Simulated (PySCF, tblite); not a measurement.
**C₂H₃B₂F₂N: dynamics, then NMR shifts and electronic excitations on frames**

How do NMR shifts and electronic excitations of C₂H₃B₂F₂N (`NBC#CB(F)F`) change as the atoms move?

Computed with tblite 0.8.0 and PySCF 2.14.0, with density-fitted response routines of our own, on a single molecule in the gas phase. Atoms count from 0, in the outputs and in this text.

### Step 1. The molecule as given

10 atoms, charge 0, multiplicity 1; geometry from: GFN2-xTB.

Bonds of the start (Å): N0–B1 1.38, B1–C2 1.52, C2–C3 1.21, C3–B4 1.51, B4–F5 1.32, B4–F6 1.32, N0–H7 1.01, N0–H8 1.01, B1–H9 1.17.

### Step 2. A short Langevin run with GFN2-xTB

Job settings and geometry (Å):

```
{"job": {"kind": "md", "xc": "GFN2-xTB", "basis": "xTB", "temperature": 300, "steps": 2000, "every": 50, "frames": 5}, "charge": 0, "multiplicity": 1}
N     -2.252032    -0.641874     0.169785
B     -1.444377    -0.045875    -0.776391
C      0.038439     0.134507    -0.486627
C      1.223918     0.292687    -0.278025
B      2.694749     0.502410    -0.021629
F      3.182171     1.627997     0.470752
F      3.606181    -0.424106    -0.262748
H     -3.239423    -0.789687     0.047350
H     -1.911880    -0.975648     1.056759
H     -1.888864     0.324244    -1.794595
```

With the program's defaults for keys left out, this is: GFN2-xTB Langevin dynamics, gas phase.

Launch:

```
> OMP_NUM_THREADS=1 python probes_run.py task.json out
```

The driver reads the jobs from task.json and runs them one after another.

Output:

```text
t/fs     T/K      E/eV
    0.0   254.2   -564.10289
   25.0   224.5   -563.98731
   50.0   208.3   -563.95517
   75.0   309.9   -563.96649
  100.0   213.8   -563.89347
  125.0   260.9   -563.88172
  150.0   273.2   -563.80668
  175.0   265.6   -563.75622
  200.0   317.1   -563.81064
  225.0   285.1   -563.86526
  250.0   228.1   -563.70439
  275.0   311.0   -563.79449
  300.0   318.5   -563.74408
  325.0   431.3   -563.84183
  350.0   339.6   -563.70234
  375.0   301.4   -563.74453
  400.0   309.0   -563.87193
  425.0   248.0   -563.80229
  450.0   337.4   -563.74992
  475.0   396.8   -563.68002
  500.0   384.0   -563.59934
  525.0   366.6   -563.55932
  550.0   496.3   -563.52865
  575.0   508.1   -563.75074
  600.0   371.4   -563.70679
  625.0   346.6   -563.62893
  650.0   405.4   -563.77186
  675.0   318.7   -563.69619
  700.0   291.7   -563.67693
  725.0   404.9   -563.83570
  750.0   368.1   -563.75892
  775.0   316.0   -563.81246
  800.0   270.6   -563.73249
  825.0   405.4   -563.88702
  850.0   468.4   -563.87326
  875.0   316.6   -563.81043
  900.0   319.7   -563.74789
  925.0   361.5   -563.64726
  950.0   464.6   -563.77182
  975.0   339.9   -563.84228
 1000.0   274.3   -563.86291
```

It took 6.2 s on 1 thread of Intel Xeon Platinum 8559C, shared host; peak memory 0.18 GiB.

Distance from the start (root mean square after alignment): 0 fs 0.00 Å, 200 fs 0.13 Å, 400 fs 0.19 Å, 600 fs 0.28 Å, 800 fs 0.42 Å, 1000 fs 0.51 Å.

Positions (Å) and forces (eV/Å) at 1000 fs:

```xyz
10

N    -2.433   -0.806   -1.020   -0.988    0.190   -0.113
B    -1.912    0.397   -0.576    0.899   -0.615    0.152
C    -0.479    0.430   -0.034    0.405    0.477    0.902
C     0.465    0.727    0.687   -0.438   -0.325   -0.497
B     1.822    0.870    1.345    0.084    0.336   -0.403
F     2.238    1.937    2.028   -0.170   -0.605   -0.163
F     2.745   -0.045    1.076    0.104    0.177    0.337
H    -3.407   -0.802   -1.325    0.482   -0.268    0.090
H    -2.037   -1.746   -1.001    0.028    0.709   -0.010
H    -2.460    1.421   -0.486   -0.406   -0.076   -0.296
```

### Step 3. Nuclear shieldings: 250 fs, PBE0/pcSseg-1

Job settings and geometry (Å):

```
{"job": {"kind": "nmr", "xc": "PBE0", "basis": "pcSseg-1", "pop": false}, "charge": 0, "multiplicity": 1}
N     -2.551800    -0.694700    -0.304600
B     -1.557800     0.237000    -0.573000
C     -0.053100     0.044100    -0.246000
C      1.161200    -0.135400    -0.140700
B      2.600700     0.203800     0.090400
F      2.922900     1.230100     0.922600
F      3.628400    -0.243000    -0.619500
H     -3.454600    -0.409700    -0.724400
H     -2.454800    -1.668800     0.077900
H     -2.025700     1.263400    -0.945700
```

Method: GIAO PBE0/pcSseg-1 NMR shielding, non-relativistic, gas phase.

Output:

```text
coarse grid: 9440 points
cycle   1  E = -381.6911253511  dE =  7.302e-01  |g| = 6.817e-01  |ddm| = 2.931e+00
cycle   2  E = -381.6369044486  dE =  5.422e-02  |g| = 9.431e-01  |ddm| = 9.001e-01
cycle   3  E = -381.7727723562  dE = -1.359e-01  |g| = 1.029e-01  |ddm| = 5.076e-01
cycle   4  E = -381.7744237098  dE = -1.651e-03  |g| = 6.265e-02  |ddm| = 1.051e-01
cycle   5  E = -381.7752928972  dE = -8.692e-04  |g| = 2.227e-02  |ddm| = 5.195e-02
cycle   6  E = -381.7754217731  dE = -1.289e-04  |g| = 4.424e-03  |ddm| = 1.961e-02
cycle   7  E = -381.7754259194  dE = -4.146e-06  |g| = 1.338e-03  |ddm| = 3.431e-03
final grid: 95152 points
cycle   8  E = -381.8198056536  dE = -4.542e-05  |g| = 5.336e-03  |ddm| = 1.964e-02
cycle   9  E = -381.8198038862  dE =  1.767e-06  |g| = 6.334e-03  |ddm| = 6.709e-03
cycle  10  E = -381.8198108470  dE = -6.961e-06  |g| = 9.761e-04  |ddm| = 3.494e-03
cycle  11  E = -381.8198110584  dE = -2.114e-07  |g| = 3.376e-04  |ddm| = 9.081e-04
cycle  12  E = -381.8198110773  dE = -1.896e-08  |g| = 1.927e-04  |ddm| = 3.140e-04
cycle  13  E = -381.8198110867  dE = -9.361e-09  |g| = 4.654e-05  |ddm| = 1.551e-04
cycle  14  E = -381.8198110872  dE = -5.133e-10  |g| = 1.237e-05  |ddm| = 3.927e-05
converged SCF energy = -381.8198110872

GIAO shielding tensors (ppm)
atom      isotropic    diamagn.    paramagn.     s11        s22        s33       span
  0 N      130.955     317.936    -186.981      9.717    174.966    208.181    198.464
  1 B       71.644     196.396    -124.752     32.111     63.265    119.555     87.443
  2 C       53.868     260.870    -207.002    -58.660    -32.153    252.416    311.075
  3 C       73.681     268.899    -195.218    -14.641      2.271    233.413    248.054
  4 B       82.490     194.844    -112.354     70.910     85.180     91.379     20.469
  5 F      225.995     469.021    -243.025     44.185    293.210    340.591    296.406
  6 F      247.385     465.801    -218.416     76.210    294.241    371.704    295.495
  7 H       26.044      26.530      -0.486     21.154     24.802     32.176     11.022
  8 H       25.725      29.129      -3.404     22.042     23.037     32.097     10.055
  9 H       26.872      30.090      -3.218     24.980     26.703     28.932      3.952
```

It took 7.8 s on 1 thread of Intel Xeon Platinum 8559C, shared host; peak memory 0.63 GiB.

The references, computed at this level on geometries of the same kind, shield at (ppm): 1H TMS 31.72, 13C TMS 186.9, 19F CFCl3 170.9, 15N NH3 267.7, 11B BF3·OEt2 100.1. Their shielding less the atom's gives the shift. The references are single molecules in the gas phase, so shifts against H2O, NH3, PH3, H3PO4 or CFCl3 are not on the usual liquid scales and can be off by tens of ppm. Each atom is listed at this fixed geometry, with no averaging over motion; a spectrum would average atoms that exchange fast.

| atoms | environment | σ (ppm) | δ (ppm) |
| --- | --- | --- | --- |
| C2 | alkyne carbon | 53.9 | 133.1 |
| C3 | alkyne carbon | 73.7 | 113.2 |
| H8 | hydrogen on a nitrogen bonded to B | 25.73 | 5.99 |
| H7 | hydrogen on a nitrogen bonded to B | 26.04 | 5.67 |
| H9 | hydrogen on a boron bonded to C, N | 26.87 | 4.84 |
| N0 | nitrogen bonded to B, 2 H | 131.0 | 136.8 |
| B1 | boron bonded to C, N, H | 71.6 | 28.4 |
| B4 | boron bonded to C, 2 F | 82.5 | 17.6 |
| F5 | fluorine bonded to B | 226.0 | -55.0 |
| F6 | fluorine bonded to B | 247.4 | -76.4 |

### Step 4. Ultraviolet spectrum: 250 fs, PBE0/def2-SVPD

Settings changed since step 3:

```diff
@@ -1,2 +1,2 @@
-{"job": {"kind": "nmr", "xc": "PBE0", "basis": "pcSseg-1", "pop": false}, "charge": 0, "multiplicity": 1}
+{"job": {"kind": "uv", "xc": "PBE0", "basis": "def2-SVPD", "nstates": 5, "ntriplets": 0}, "charge": 0, "multiplicity": 1}
 N     -2.551800    -0.694700    -0.304600
```

Method: TDDFT PBE0/def2-SVPD, vertical, gas phase, core orbitals frozen in the response.

Output:

```text
coarse grid: 9440 points
cycle   1  E = -381.4627481629  dE =  6.821e-01  |g| = 6.346e-01  |ddm| = 7.921e+00
cycle   2  E = -381.4098341116  dE =  5.291e-02  |g| = 8.776e-01  |ddm| = 1.841e+00
cycle   3  E = -381.5391435757  dE = -1.293e-01  |g| = 1.021e-01  |ddm| = 1.001e+00
cycle   4  E = -381.5409045598  dE = -1.761e-03  |g| = 5.792e-02  |ddm| = 2.126e-01
cycle   5  E = -381.5416468570  dE = -7.423e-04  |g| = 2.184e-02  |ddm| = 9.676e-02
cycle   6  E = -381.5417766036  dE = -1.297e-04  |g| = 3.934e-03  |ddm| = 4.102e-02
cycle   7  E = -381.5417801140  dE = -3.510e-06  |g| = 1.234e-03  |ddm| = 7.179e-03
final grid: 95152 points
cycle   8  E = -381.5872180305  dE = -3.808e-05  |g| = 4.661e-03  |ddm| = 1.038e-01
cycle   9  E = -381.5872160183  dE =  2.012e-06  |g| = 5.808e-03  |ddm| = 1.858e-02
cycle  10  E = -381.5872228715  dE = -6.853e-06  |g| = 8.558e-04  |ddm| = 7.090e-03
cycle  11  E = -381.5872230480  dE = -1.765e-07  |g| = 3.015e-04  |ddm| = 1.949e-03
cycle  12  E = -381.5872230630  dE = -1.497e-08  |g| = 1.811e-04  |ddm| = 6.006e-04
cycle  13  E = -381.5872230715  dE = -8.543e-09  |g| = 3.798e-05  |ddm| = 2.996e-04
cycle  14  E = -381.5872230719  dE = -3.701e-10  |g| = 9.170e-06  |ddm| = 7.176e-05
converged SCF energy = -381.5872230719

Static polarisability (au): isotropic 62.872, principal 43.017 49.148 96.451

Singlet excitations
state   eV       nm        f      main configurations
  1   4.8297    256.7   0.00096   H->L 0.67, H-1->L 0.26
  2   5.2795    234.8   0.03188   H-1->L 0.51, H->L+1 0.22, H->L 0.13
  3   5.7478    215.7   0.00531   H-1->L+1 0.58, H->L+1 0.31
  4   6.6385    186.8   0.19168   H-2->L 0.68, H->L 0.10
  5   7.0670    175.4   0.19565   H-3->L 0.39, H-2->L+1 0.30, H->L+1 0.14
```

Run time: 12 s. Hardware: 1 thread of Intel Xeon Platinum 8559C, shared host; peak memory 0.71 GiB.

The orbitals next to the gap, with their largest atomic shares:

| orbital | eV | atoms |
| --- | --- | --- |
| HOMO−3 | -10.52 | B1 34 %, H9 28 %, N0 13 % |
| HOMO−2 | -9.69 | N0 40 %, B1 18 %, C2 18 % |
| HOMO−1 | -8.69 | C3 40 %, C2 33 %, B1 7 % |
| HOMO | -8.48 | C3 32 %, C2 30 %, N0 22 % |
| LUMO | -1.91 | C2 24 %, C3 22 %, B4 16 % |
| LUMO+1 | -1.17 | C2 25 %, C3 24 %, B1 16 % |
| LUMO+2 | 0.21 | B1 39 %, H7 14 %, B4 13 % |

With each of the 5 states as a Gaussian band of 0.4 eV half-width at 1/e, the curve within the window shown has maxima at 234 nm (ε 1,400), 180 nm (ε 12,000) L/(mol cm). Beyond the last state computed it falls off for lack of states. The curve at chosen wavelengths:

```json
{"nm": "168", "ε (L/mol/cm)": "4795"}
{"nm": "173", "ε (L/mol/cm)": "9022"}
{"nm": "178", "ε (L/mol/cm)": "11482"}
{"nm": "183", "ε (L/mol/cm)": "11498"}
{"nm": "188", "ε (L/mol/cm)": "9473"}
{"nm": "193", "ε (L/mol/cm)": "6233"}
{"nm": "198", "ε (L/mol/cm)": "3230"}
{"nm": "203", "ε (L/mol/cm)": "1398"}
{"nm": "208", "ε (L/mol/cm)": "654"}
{"nm": "213", "ε (L/mol/cm)": "538"}
{"nm": "218", "ε (L/mol/cm)": "709"}
{"nm": "223", "ε (L/mol/cm)": "986"}
{"nm": "228", "ε (L/mol/cm)": "1238"}
{"nm": "232", "ε (L/mol/cm)": "1347"}
{"nm": "237", "ε (L/mol/cm)": "1321"}
{"nm": "242", "ε (L/mol/cm)": "1136"}
{"nm": "247", "ε (L/mol/cm)": "869"}
{"nm": "252", "ε (L/mol/cm)": "601"}
{"nm": "257", "ε (L/mol/cm)": "382"}
{"nm": "262", "ε (L/mol/cm)": "228"}
{"nm": "267", "ε (L/mol/cm)": "130"}
{"nm": "272", "ε (L/mol/cm)": "72"}
{"nm": "277", "ε (L/mol/cm)": "39"}
{"nm": "282", "ε (L/mol/cm)": "21"}
{"nm": "287", "ε (L/mol/cm)": "11"}
{"nm": "292", "ε (L/mol/cm)": "6"}
```

Further results of this job:

| property | computed |
| --- | --- |
| dipole moment (D) | 4.29 |
| polarisability (Å³) | 9.32 |
| HOMO–LUMO gap (eV) | 6.57 |
| −ε(HOMO) (eV) | 8.48 |

### Step 5. NMR shieldings: 425 fs, PBE0/pcSseg-1

Job settings and geometry (Å):

```
{"job": {"kind": "nmr", "xc": "PBE0", "basis": "pcSseg-1", "pop": false}, "charge": 0, "multiplicity": 1}
N     -2.191300    -1.148800    -0.288900
B     -1.708700     0.138200    -0.505700
C     -0.127900     0.266100    -0.443200
C      1.072600     0.258200    -0.157200
B      2.563600     0.150200    -0.068200
F      3.314300     0.617300     0.905400
F      3.237500    -0.558100    -0.952500
H     -3.255600    -1.249700    -0.234800
H     -1.624700    -2.001900    -0.226500
H     -2.498400     1.014900    -0.752400
```

Level: GIAO PBE0/pcSseg-1 NMR shielding, non-relativistic, gas phase.

Output:

```text
coarse grid: 9440 points
cycle   1  E = -381.6977137817  dE =  7.387e-01  |g| = 6.717e-01  |ddm| = 2.916e+00
cycle   2  E = -381.6541957759  dE =  4.352e-02  |g| = 8.986e-01  |ddm| = 8.541e-01
cycle   3  E = -381.7767143231  dE = -1.225e-01  |g| = 8.700e-02  |ddm| = 4.594e-01
cycle   4  E = -381.7779380112  dE = -1.224e-03  |g| = 5.272e-02  |ddm| = 9.258e-02
cycle   5  E = -381.7785015736  dE = -5.636e-04  |g| = 2.264e-02  |ddm| = 4.493e-02
cycle   6  E = -381.7786348574  dE = -1.333e-04  |g| = 4.512e-03  |ddm| = 1.909e-02
cycle   7  E = -381.7786392883  dE = -4.431e-06  |g| = 1.328e-03  |ddm| = 3.378e-03
final grid: 95152 points
cycle   8  E = -381.8242341630  dE = -5.414e-05  |g| = 5.082e-03  |ddm| = 1.857e-02
cycle   9  E = -381.8242320095  dE =  2.153e-06  |g| = 6.147e-03  |ddm| = 6.675e-03
cycle  10  E = -381.8242389708  dE = -6.961e-06  |g| = 1.102e-03  |ddm| = 3.585e-03
cycle  11  E = -381.8242392304  dE = -2.596e-07  |g| = 4.484e-04  |ddm| = 9.573e-04
cycle  12  E = -381.8242392723  dE = -4.190e-08  |g| = 1.857e-04  |ddm| = 3.836e-04
cycle  13  E = -381.8242392812  dE = -8.913e-09  |g| = 3.469e-05  |ddm| = 1.453e-04
cycle  14  E = -381.8242392814  dE = -2.725e-10  |g| = 1.130e-05  |ddm| = 3.325e-05
converged SCF energy = -381.8242392814

GIAO shielding tensors (ppm)
atom      isotropic    diamagn.    paramagn.     s11        s22        s33       span
  0 N      125.128     318.201    -193.073      2.734    172.390    200.260    197.526
  1 B       71.987     196.807    -124.820     32.231     65.996    117.734     85.503
  2 C       55.460     264.674    -209.214    -59.502    -27.502    253.385    312.887
  3 C       79.475     264.369    -184.895     -8.317      5.997    240.744    249.061
  4 B       85.151     195.196    -110.045     75.452     88.213     91.787     16.334
  5 F      251.247     466.876    -215.629     78.822    301.796    373.124    294.302
  6 F      238.075     467.352    -229.277     59.331    294.582    360.314    300.983
  7 H       25.335      25.304       0.031     20.895     23.115     31.995     11.100
  8 H       25.928      31.048      -5.119     22.354     24.432     30.999      8.645
  9 H       26.677      28.700      -2.022     25.231     26.720     28.081      2.850
```

Run time: 7.6 s. Hardware: 1 thread of Intel Xeon Platinum 8559C, shared host; peak memory 0.63 GiB.

Key values: δ C2 131.5, C3 107.5, N0 142.6, B1 28.1, H7 6.38, H8 5.79 ppm.

### Step 6. TDDFT and polarisability: 425 fs, PBE0/def2-SVPD

Settings changed since step 5:

```diff
@@ -1,2 +1,2 @@
-{"job": {"kind": "nmr", "xc": "PBE0", "basis": "pcSseg-1", "pop": false}, "charge": 0, "multiplicity": 1}
+{"job": {"kind": "uv", "xc": "PBE0", "basis": "def2-SVPD", "nstates": 5, "ntriplets": 0}, "charge": 0, "multiplicity": 1}
 N     -2.191300    -1.148800    -0.288900
```

Level: TDDFT PBE0/def2-SVPD, vertical, gas phase, core orbitals frozen in the response.

Output:

```text
coarse grid: 9440 points
cycle   1  E = -381.4687911591  dE =  6.909e-01  |g| = 6.253e-01  |ddm| = 8.654e+00
cycle   2  E = -381.4255482360  dE =  4.324e-02  |g| = 8.365e-01  |ddm| = 1.717e+00
cycle   3  E = -381.5427319147  dE = -1.172e-01  |g| = 8.753e-02  |ddm| = 1.001e+00
cycle   4  E = -381.5440539810  dE = -1.322e-03  |g| = 4.962e-02  |ddm| = 1.892e-01
cycle   5  E = -381.5445552531  dE = -5.013e-04  |g| = 2.220e-02  |ddm| = 8.130e-02
cycle   6  E = -381.5446886917  dE = -1.334e-04  |g| = 3.972e-03  |ddm| = 3.729e-02
cycle   7  E = -381.5446922963  dE = -3.605e-06  |g| = 1.233e-03  |ddm| = 6.587e-03
final grid: 95152 points
cycle   8  E = -381.5914460036  dE = -4.354e-05  |g| = 4.421e-03  |ddm| = 8.968e-02
cycle   9  E = -381.5914434759  dE =  2.528e-06  |g| = 5.724e-03  |ddm| = 1.737e-02
cycle  10  E = -381.5914504679  dE = -6.992e-06  |g| = 9.162e-04  |ddm| = 6.337e-03
cycle  11  E = -381.5914506585  dE = -1.906e-07  |g| = 3.878e-04  |ddm| = 1.932e-03
cycle  12  E = -381.5914506899  dE = -3.144e-08  |g| = 1.710e-04  |ddm| = 6.998e-04
cycle  13  E = -381.5914506977  dE = -7.741e-09  |g| = 2.726e-05  |ddm| = 2.732e-04
cycle  14  E = -381.5914506979  dE = -2.062e-10  |g| = 7.397e-06  |ddm| = 5.911e-05
converged SCF energy = -381.5914506979

Static polarisability (au): isotropic 62.032, principal 43.096 50.290 92.710

Singlet excitations
state   eV       nm        f      main configurations
  1   4.8910    253.5   0.00329   H->L 0.69, H-1->L 0.21
  2   5.3441    232.0   0.01516   H-1->L 0.55, H->L+1 0.23, H-1->L+1 0.12
  3   5.7418    215.9   0.00689   H-1->L+1 0.55, H->L+1 0.34
  4   6.7463    183.8   0.20167   H-2->L 0.66, H->L 0.12
  5   7.0634    175.5   0.43869   H-2->L+1 0.31, H->L+1 0.26, H-1->L+1 0.11
```

Run time: 12 s. Hardware: 1 thread of Intel Xeon Platinum 8559C, shared host; peak memory 0.72 GiB.

Key values: HOMO -8.35 eV, LUMO -1.71 eV; lowest singlet 4.89 eV.

### Step 7. NMR shieldings: 625 fs, PBE0/pcSseg-1

Job settings and geometry (Å):

```
{"job": {"kind": "nmr", "xc": "PBE0", "basis": "pcSseg-1", "pop": false}, "charge": 0, "multiplicity": 1}
N     -2.368800    -1.218500    -0.520200
B     -1.548500    -0.142500    -0.399700
C     -0.060000    -0.060400    -0.230400
C      1.051800    -0.034200     0.245800
B      2.639000    -0.008600     0.445800
F      3.274600     0.835800     1.298100
F      3.497300    -0.739300    -0.252800
H     -3.405800    -1.215300    -0.728300
H     -2.099300    -2.195000    -0.657700
H     -2.107200     0.862000    -0.339900
```

Method: GIAO PBE0/pcSseg-1 NMR shielding, non-relativistic, gas phase.

Output:

```text
coarse grid: 9440 points
cycle   1  E = -381.6687596625  dE =  7.899e-01  |g| = 7.207e-01  |ddm| = 2.915e+00
cycle   2  E = -381.5725010252  dE =  9.626e-02  |g| = 1.056e+00  |ddm| = 1.050e+00
cycle   3  E = -381.7589584306  dE = -1.865e-01  |g| = 1.883e-01  |ddm| = 6.685e-01
cycle   4  E = -381.7671431661  dE = -8.185e-03  |g| = 6.359e-02  |ddm| = 1.604e-01
cycle   5  E = -381.7680746241  dE = -9.315e-04  |g| = 1.788e-02  |ddm| = 5.101e-02
cycle   6  E = -381.7681524989  dE = -7.787e-05  |g| = 3.620e-03  |ddm| = 1.807e-02
cycle   7  E = -381.7681554734  dE = -2.974e-06  |g| = 1.186e-03  |ddm| = 3.647e-03
final grid: 95152 points
cycle   8  E = -381.8130035682  dE = -4.878e-05  |g| = 5.243e-03  |ddm| = 1.801e-02
cycle   9  E = -381.8130023447  dE =  1.224e-06  |g| = 5.983e-03  |ddm| = 7.508e-03
cycle  10  E = -381.8130090574  dE = -6.713e-06  |g| = 9.202e-04  |ddm| = 3.720e-03
cycle  11  E = -381.8130092416  dE = -1.842e-07  |g| = 3.168e-04  |ddm| = 8.351e-04
cycle  12  E = -381.8130092602  dE = -1.851e-08  |g| = 1.665e-04  |ddm| = 3.072e-04
cycle  13  E = -381.8130092669  dE = -6.706e-09  |g| = 4.460e-05  |ddm| = 1.360e-04
cycle  14  E = -381.8130092674  dE = -5.083e-10  |g| = 8.992e-06  |ddm| = 4.353e-05
converged SCF energy = -381.8130092674

GIAO shielding tensors (ppm)
atom      isotropic    diamagn.    paramagn.     s11        s22        s33       span
  0 N      143.863     313.359    -169.496     44.218    168.137    219.235    175.018
  1 B       74.424     195.554    -121.130     37.923     56.773    128.574     90.651
  2 C       71.044     262.203    -191.159    -36.995    -24.072    274.200    311.194
  3 C       73.381     268.166    -194.785     -7.098      5.446    221.797    228.895
  4 B       82.717     192.192    -109.475     76.340     84.124     87.687     11.347
  5 F      233.173     466.512    -233.339     49.614    296.830    353.075    303.461
  6 F      233.574     466.195    -232.621     59.913    288.774    352.035    292.122
  7 H       25.950      25.763       0.186     21.636     23.867     32.345     10.710
  8 H       27.286      30.155      -2.869     22.610     24.850     34.397     11.787
  9 H       27.582      30.612      -3.030     25.508     28.279     28.960      3.452
```

Wall time 7.7 s (1 thread of Intel Xeon Platinum 8559C, shared host); peak memory 0.63 GiB.

Key values: δ C2 115.9, C3 113.5, N0 123.9, B1 25.6, H7 5.77, H8 4.43 ppm.

### Step 8. Ultraviolet spectrum: 625 fs, PBE0/def2-SVPD

Settings changed since step 7:

```diff
@@ -1,2 +1,2 @@
-{"job": {"kind": "nmr", "xc": "PBE0", "basis": "pcSseg-1", "pop": false}, "charge": 0, "multiplicity": 1}
+{"job": {"kind": "uv", "xc": "PBE0", "basis": "def2-SVPD", "nstates": 5, "ntriplets": 0}, "charge": 0, "multiplicity": 1}
 N     -2.368800    -1.218500    -0.520200
```

Level: TDDFT PBE0/def2-SVPD, vertical, gas phase, core orbitals frozen in the response.

Output:

```text
coarse grid: 9440 points
cycle   1  E = -381.4398904626  dE =  7.421e-01  |g| = 6.744e-01  |ddm| = 8.061e+00
cycle   2  E = -381.3443146129  dE =  9.558e-02  |g| = 9.953e-01  |ddm| = 2.010e+00
cycle   3  E = -381.5247747754  dE = -1.805e-01  |g| = 1.852e-01  |ddm| = 1.296e+00
cycle   4  E = -381.5329512663  dE = -8.176e-03  |g| = 5.909e-02  |ddm| = 3.007e-01
cycle   5  E = -381.5337527514  dE = -8.015e-04  |g| = 1.738e-02  |ddm| = 1.033e-01
cycle   6  E = -381.5338320982  dE = -7.935e-05  |g| = 3.235e-03  |ddm| = 4.023e-02
cycle   7  E = -381.5338346209  dE = -2.523e-06  |g| = 1.106e-03  |ddm| = 7.074e-03
final grid: 95152 points
cycle   8  E = -381.5794630682  dE = -4.108e-05  |g| = 4.744e-03  |ddm| = 8.332e-02
cycle   9  E = -381.5794615182  dE =  1.550e-06  |g| = 5.652e-03  |ddm| = 2.123e-02
cycle  10  E = -381.5794683605  dE = -6.842e-06  |g| = 8.396e-04  |ddm| = 7.369e-03
cycle  11  E = -381.5794685239  dE = -1.634e-07  |g| = 3.043e-04  |ddm| = 1.870e-03
cycle  12  E = -381.5794685411  dE = -1.722e-08  |g| = 1.650e-04  |ddm| = 6.312e-04
cycle  13  E = -381.5794685480  dE = -6.899e-09  |g| = 3.640e-05  |ddm| = 2.815e-04
cycle  14  E = -381.5794685484  dE = -3.505e-10  |g| = 6.535e-06  |ddm| = 7.469e-05
converged SCF energy = -381.5794685484

Static polarisability (au): isotropic 62.251, principal 41.432 49.832 95.488

Singlet excitations
state   eV       nm        f      main configurations
  1   4.5319    273.6   0.00173   H->L 0.97
  2   5.4118    229.1   0.08315   H-1->L 0.71, H->L+1 0.23
  3   6.4014    193.7   0.01066   H-1->L+1 0.85
  4   6.7263    184.3   0.13522   H-2->L 0.53, H-3->L 0.18, H->L+1 0.10
  5   6.7721    183.1   0.07715   H-3->L 0.75, H-2->L 0.11
```

Run time: 12 s. Hardware: 1 thread of Intel Xeon Platinum 8559C, shared host; peak memory 0.71 GiB.

This run: HOMO -8.36 eV, LUMO -2.01 eV; lowest singlet 4.53 eV.

(Part 1 of 2 ends here.)
